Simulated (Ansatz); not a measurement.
# AlBrH6N2: the cost of one run

All numbers below are computed with Ansatz 0.2.0 (RKS PBE-D4/def2-SVP).

### 1 Starting point

Bond lengths: Al1–N3 1.920 Å, N3–H4 1.060 Å, N3–H5 1.060 Å, Al1–N6 1.920 Å, N6–H7 1.060 Å, N6–H8 1.060 Å, Al1–Br9 2.710 Å. Angles: Al1–N3–H4 120.0°, Al1–N3–H5 120.0°, H4–N3–H5 120.0°, N3–Al1–N6 120.0°, N3–Al1–Br9 96.8°, N6–Al1–Br9 101.3°, Al1–N6–H7 120.0°, Al1–N6–H8 120.0°, H7–N6–H8 120.0°.

Structure file:

```xyz
10

Al    0.0000    0.0000    0.0000
H     0.0000    0.0000    1.9100
N     1.6627    0.0000   -0.9600
H     2.1293   -0.9179   -1.2118
H     2.1141    0.9179   -1.2382
N    -1.6627    0.0000   -0.9600
H    -2.3316   -0.8164   -0.8614
H    -1.9118    0.8164   -1.5886
Br    0.1215    2.5689    0.8545
H     0.0455    0.9622    2.0002
```

### 2 Pulling towards end A

Springs on the bonds that form and break draw the guess towards this end; the thresholds are loose.

Contents of input.yaml:

```yaml
crystal:
  periodic: [false, false, false]
  atoms:
    - { symbol: Al, position_ang: [0.0, 0.0, 0.0] }
    - { symbol: H, position_ang: [0.0, 0.0, 1.91] }
    - { symbol: "N", position_ang: [1.6627, 0.0, -0.96] }
    - { symbol: H, position_ang: [2.1293, -0.9179, -1.2118] }
    - { symbol: H, position_ang: [2.1141, 0.9179, -1.2382] }
    - { symbol: "N", position_ang: [-1.6627, 0.0, -0.96] }
    - { symbol: H, position_ang: [-2.3316, -0.8164, -0.8614] }
    - { symbol: H, position_ang: [-1.9118, 0.8164, -1.5886] }
    - { symbol: Br, position_ang: [0.1215, 2.5689, 0.8545] }
    - { symbol: H, position_ang: [0.0455, 0.9622, 2.0002] }
basis:
  gaussian: { orbitals: def2-SVP }
hamiltonian:
  xc: pbe
  dispersion: d4
relax:
  f_tol: 0.15
  max_steps: 25
  restrain:
    - { distance: [0, 8], at: 3.61, k: 30.0 }
    - { distance: [9, 1], at: 1.86, k: 30.0 }
    - { distance: [0, 1], at: 1.56, k: 30.0 }
    - { distance: [9, 8], at: 1.55, k: 30.0 }
```

On the command line:

```sh
> ansatz run input.yaml --threads 4 --pin off --max-ram 5120MiB --backend cpu --events-out ev --progress --plain --runs-dir out
```

What time and memory should one allow on 4 threads of Arm Neoverse V2, shared host?

About 13 s, with a peak of 0.16 GiB.
